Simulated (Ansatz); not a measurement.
# CH4BClS: the cost of one run

Program: Ansatz 0.2.0, driven from Python. Level of theory: PBE/cc-pVDZ. These are calculated values, not measurements.

## (1) The structure

Bond lengths: S1–B2 1.832 Å, B2–C3 1.578 Å, C3–Cl4 1.810 Å, S1–H5 1.440 Å, B2–H6 1.186 Å, C3–H7 1.058 Å, C3–H8 1.166 Å. Angles: S1–B2–C3 118.3°, S1–B2–H6 119.6°, C3–B2–H6 122.1°, B2–S1–H5 93.2°, B2–C3–Cl4 109.9°, B2–C3–H7 112.3°, B2–C3–H8 108.3°, Cl4–C3–H7 111.2°, Cl4–C3–H8 104.5°, H7–C3–H8 110.4°.

The script holds or builds the structure itself.

## (2) The script

The input, ch4bcls.py:

```python
'''Potential curve of CH4BClS along one bond.'''

import warnings

import ansatz as az
import numpy as np

warnings.simplefilter('ignore', az.DeckWarning)

geometry_ang = [
    ('S', (-0.49, 1.7827, -0.956)),
    ('B', (-0.0317, 0.595, 0.361)),
    ('C', (0.4571, -0.8433, -0.067)),
    ('Cl', (0.9691, -1.7808, 1.3945)),
    ('H', (-1.8658, 1.3591, -0.9714)),
    ('H', (-0.1024, 0.9252, 1.4983)),
    ('H', (-0.2763, -1.3685, -0.62)),
    ('H', (1.4322, -0.7264, -0.6952)),
]
ch4bcls = az.Crystal.molecule()
for symbol, xyz in geometry_ang:
    ch4bcls = ch4bcls.atom(symbol, xyz)

symbols = [site.symbol for site in ch4bcls.cartesian_sites]
start = np.array([site.position_ang for site in ch4bcls.cartesian_sites])
axis = (start[5] - start[1]) / np.linalg.norm(start[5] - start[1])
moving = [5]
lengths, energies = [1.044, 1.091, 1.139, 1.186, 1.234, 1.281, 1.329, 1.4], []
for length in lengths:
    xyz = start.copy()
    xyz[moving] += (length - np.linalg.norm(start[5] - start[1])) * axis
    point = az.Crystal.molecule()
    for symbol, place in zip(symbols, xyz):
        point = point.atom(symbol, place.tolist())
    calculation = (
        point.calculation()
        .basis(gaussian='cc-pVDZ')
        .functional('pbe')
    )
    rep = calculation.run(threads=1).report
    energies.append(rep['free_energy_ev'])
    print(f'r = {length:6.3f} A  E = {energies[-1]:.5f} eV  <S^2> = {abs(rep["mean_field"]["state"]["spin_squared"]):.3f}')

# quartic fit about the minimum
fit = np.polynomial.Polynomial.fit(lengths, np.array(energies) - min(energies), 4).convert()
roots = [r.real for r in fit.deriv().roots() if abs(r.imag) < 1e-9 and fit.deriv(2)(r.real) > 0]
r_e = min(roots, key=lambda r: abs(r - lengths[int(np.argmin(energies))]))
print(f'minimum of the fit at {r_e:.4f} A, force constant {fit.deriv(2)(r_e):.2f} eV/A^2')
```

## (3) Launch

Run with:

```sh
> python ch4bcls.py
```

What time and memory should one allow on 1 thread of Arm Neoverse V1, shared host?

About 17 s, with a peak of 0.19 GiB.
